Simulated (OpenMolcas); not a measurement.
**Tl: RASSCF and RASPT2 terms and fine-structure levels**

Wanted: the level scheme of Tl from active-space wave functions, then second-order correlation under several settings.

Method: state-averaged RASSCF and RASPT2, spin-orbit coupling by RASSI with atomic mean-field integrals. Code: OpenMolcas 26.06.

1 further run of the same task is left out (set aside as unsound or not needed).

### Step 1. What is computed

```
Species                           : Tl (thallium, Z = 81, 81 electrons)
Basis                             : ANO-RCC-VDZP [7s6p4d2f1g], 68 functions
Scalar Hamiltonian                : DKH3, point nucleus
Inactive shells                   : 1s 2s 2p 3s 3p 3d 4s 4p 4d 4f 5s 5p 5d
Active space                      : 3 electrons in 9 orbitals (RAS2 6s 6p; RAS3 6d, at most 2 electrons)
Some configurations of this space : 6p³, 6s 6p², 6s² 6p
Orbitals                          : optimised for the ground-state spin in each parity, averaged over the low roots
```

The outer shells:

6p3
```
6p [↑ ][↑ ][↑ ]
```

6s 6p2
```
6s [↑ ]
6p [↑ ][↑ ][  ]
```

6s2 6p
```
6s [↑↓]
6p [↑ ][  ][  ]
```

The work runs as a chain of OpenMolcas steps in one folder; each step below is one input file. Labels, J, g values, rates, χT and fits are worked out afterwards by a script from the matrices that RASSI stores.

### Step 2. Basis and integrals

Contents of a.inp:

```
&GATEWAY
Coord
1

Tl 0.0 0.0 0.0
Basis=ANO-RCC-VDZP
Group=XYZ
NoMove
AngMom=0.0 0.0 0.0
AMFI
&SEWARD
Relativistic=R03O02
```

On the command line:

```sh
> OMP_NUM_THREADS=1 MOLCAS_MEM=2252 MOLCAS_PROJECT=a pymolcas a.inp > a.log
```

### Step 3. A small preliminary run for start orbitals

Contents of a.inp:

```
&RASSCF
FileOrb=start.orb
Symmetry=2
Spin=4
nActEl=3 0 0
Inactive=20 19
Ras2=1 3
CIRoot=1 1 1
SDav=1
CIMx=300
Iter=120 100
PrWF=0.3
OrbListing=Nothing
MaxOrb=0
Atom
>>> COPY $Project.JobIph JOBPRE
```

### Step 4. Reference wave functions, doublets of odd parity, 3 roots

Contents of a.inp:

```
&RASSCF
FileOrb=start.orb
Symmetry=2
Spin=2
nActEl=3 0 2
Inactive=20 19
Ras2=1 3
Ras3=5 0
CIRoot=3 3 1
SDav=116
CIMx=300
Iter=120 100
PrWF=0.3
OrbListing=Nothing
MaxOrb=0
Thrs=2.0e-7 1.0e-1 5.0e-4
Atom
>>> COPY $Project.JobIph JOB001
```

### Step 5. RASSCF: quartets of even parity, 3 roots

Contents of a.inp:

```
&RASSCF
FileOrb=start.orb
Symmetry=1
Spin=4
nActEl=3 0 2
Inactive=20 19
Ras2=1 3
Ras3=5 0
CIRoot=3 3 1
SDav=28
CIMx=300
Iter=120 100
PrWF=0.3
OrbListing=Nothing
MaxOrb=0
Thrs=2.0e-7 1.0e-1 5.0e-4
Atom
>>> COPY $Project.JobIph JOB002
```

### Step 6. State interaction with spin-orbit coupling

Contents of a.inp:

```
&RASSI
NrOfJobIphs=2 3 3
1 2 3
1 2 3
IphNames
JOB001
JOB002
EJob
SpinOrbit
DIPRint=1.0
SOCoupling=1000.0
Subsets=2
MEES
Property=10
'ANGMOM' 1 'ANGMOM' 2 'ANGMOM' 3 'MLTPL  1' 1 'MLTPL  1' 2 'MLTPL  1' 3
'AMFI' 1 'AMFI' 2 'AMFI' 3 'MLTPL  2' 6
SOProperty=3
'ANGMOM' 1 'ANGMOM' 2 'ANGMOM' 3
```

### Step 7. CASPT2: IPEA 0.4 (closed shells correlated: none)

Contents of a.inp:

```
>>> COPY JOB001 $Project.JobIph
&CASPT2
Multistate=3 1 2 3
Frozen=20 19
IPEA=0.4
MaxIter=60
WThr=0.0 0.3 0.05
PrWF=0.5
NoMix
>>> COPY JOB002 $Project.JobIph
&CASPT2
Multistate=3 1 2 3
Frozen=20 19
IPEA=0.4
MaxIter=60
WThr=0.0 0.3 0.05
PrWF=0.5
NoMix
```

### Step 8. CASPT2: IPEA 0, real shift 0.15 (closed shells correlated: none)

a.inp, as its differences from that of step 7:

```diff
@@ -4,3 +4,4 @@
 Frozen=20 19
-IPEA=0.4
+IPEA=0.0
+Shift=0.15
 MaxIter=60
@@ -13,3 +14,4 @@
 Frozen=20 19
-IPEA=0.4
+IPEA=0.0
+Shift=0.15
 MaxIter=60
```

(Steps that only read results are left out.)

What does the calculation give? Wanted: lowest level; first excited level; lowest level of another term; spin-orbit lowering of the lowest level; strongest of the lines computed, by gA, at SS-RASPT2 energies.

The runs gave:

```
                                                     quantity                                                       value
                                                       method        SS-RASPT2, IPEA 0.4 (closed shells correlated: none)
                                                 lowest level               6s² 6p ²P°_1/2, 100 % of that term, g = 0.666
                                  ground level listed by NIST                                                      2P°1/2
                                          first excited level                                 6s² 6p ²P°_3/2 at 7490 cm⁻¹
                                 lowest level of another term                                 6s 6p² ⁴P_1/2 at 40830 cm⁻¹
                      spin-orbit lowering of the lowest level                                                   4991 cm⁻¹
strongest of the lines computed, by gA, at SS-RASPT2 energies  6s² 6p ²P°_3/2 → 6s² 6p ²P°_1/2, 1336 nm, A = 3.79e+00 s⁻¹
```

What each method costs and misses:

| method | time of its own steps | time with the reference | mean absolute difference from method B (cm-1) |
| --- | --- | --- | --- |
| A. RASSCF | 32 s | 32 s | 690 |
| B. SS-RASPT2, IPEA 0.4, +none | 1.7 s | 34 s | 0 |
| C. SS-RASPT2, IPEA 0, real shift 0.15, +none | 1.6 s | 34 s | 12 |

Times are of one thread on a shared host.

What this shows: The multiplet ²P° is regular. Second-order correlation (method B) scales the levels of the lowest configuration above 5000 cm⁻¹ by 1.00. Only the configurations of the active space and the roots asked for are present. Not all states of the active space went into the spin-orbit step. The levels of the extra active shells were not computed. Spin-orbit splittings of 6p shells come out too small at this level. Only valence configurations of the active space appear, up to the ionisation limit; * or ° marks odd parity.
